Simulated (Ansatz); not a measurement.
# Be3TeO2: the cost of one run

Program: Ansatz 0.2.0. Level of theory: DFT PBE, scalar-relativistic, plane waves, PAW. These are calculated values, not measurements.

### Step 1. The system as given

Symmetry: P6/mmm, No. 191, hexagonal system. Conventional cell: a = 4.769 Å, b = 4.769 Å, c = 4.022 Å, α = 90.00°, β = 90.00°, γ = 120.00°. Be (site symmetry mmm) is surrounded by 2 O at 1.38 Å. Te (site symmetry 6/mmm) has 6 Be at 2.38 Å as nearest neighbours. O (site symmetry -6m2) has 3 Be at 1.38 Å as nearest neighbours.

Structure file:

```cif
data_structure
_symmetry_space_group_name_H-M 'P 1'
_symmetry_Int_Tables_number 1
_cell_length_a 4.7687
_cell_length_b 4.7687
_cell_length_c 4.0219
_cell_angle_alpha 90.000
_cell_angle_beta 90.000
_cell_angle_gamma 120.000
_cell_volume 79.21
loop_
_atom_site_label
_atom_site_type_symbol
_atom_site_fract_x
_atom_site_fract_y
_atom_site_fract_z
_atom_site_occupancy
Be1 Be 0.50000 0.00000 0.50000 1
Be2 Be 0.00000 0.50000 0.50000 1
Be3 Be 0.50000 0.50000 0.50000 1
Te1 Te 0.00000 0.00000 0.50000 1
O1 O 0.33333 0.66667 0.50000 1
O2 O 0.66667 0.33333 0.50000 1
```

The cell is invented: random cell by space group and Wyckoff sites (P6/mmm, No. 191). Lengths come from tabulated atomic sizes and are only a guess.

### Step 2. Probe: one point on a coarse mesh

File input.yaml:

```yaml
crystal:
  lattice:
    - [4.76868186, 0.0, 0.0]
    - [-2.38434093, 4.12979963, 0.0]
    - [0.0, 0.0, 4.02193551]
  atoms:
    - { symbol: Be, position: [0.5, 0.0, 0.5] }
    - { symbol: Be, position: [0.0, 0.5, 0.5] }
    - { symbol: Be, position: [0.5, 0.5, 0.5] }
    - { symbol: Te, position: [0.0, 0.0, 0.5] }
    - { symbol: O, position: [0.33333333, 0.66666667, 0.5] }
    - { symbol: O, position: [0.66666667, 0.33333333, 0.5] }
basis:
  ecutwfc: 420
kpoints:
  mp_grid: { grid: [6, 6, 4] }
hamiltonian:
  xc: pbe
scf:
  occupations: { method: gaussian, width: 0.1 }
  lower_state_search: "off"
output:
  forces: true
  stress: true
  eigenvalues: true
```

The run is started by

```bash
$ ansatz run input.yaml --threads 1 --pin off --max-ram 2560MiB --backend cpu --events-out ev --progress --plain --runs-dir out
```

What time and memory should one allow on 1 thread of Intel Xeon at 2.50GHz (Skylake/Cascade Lake), shared host?

About 5.2 s, with a peak of 0.36 GiB.
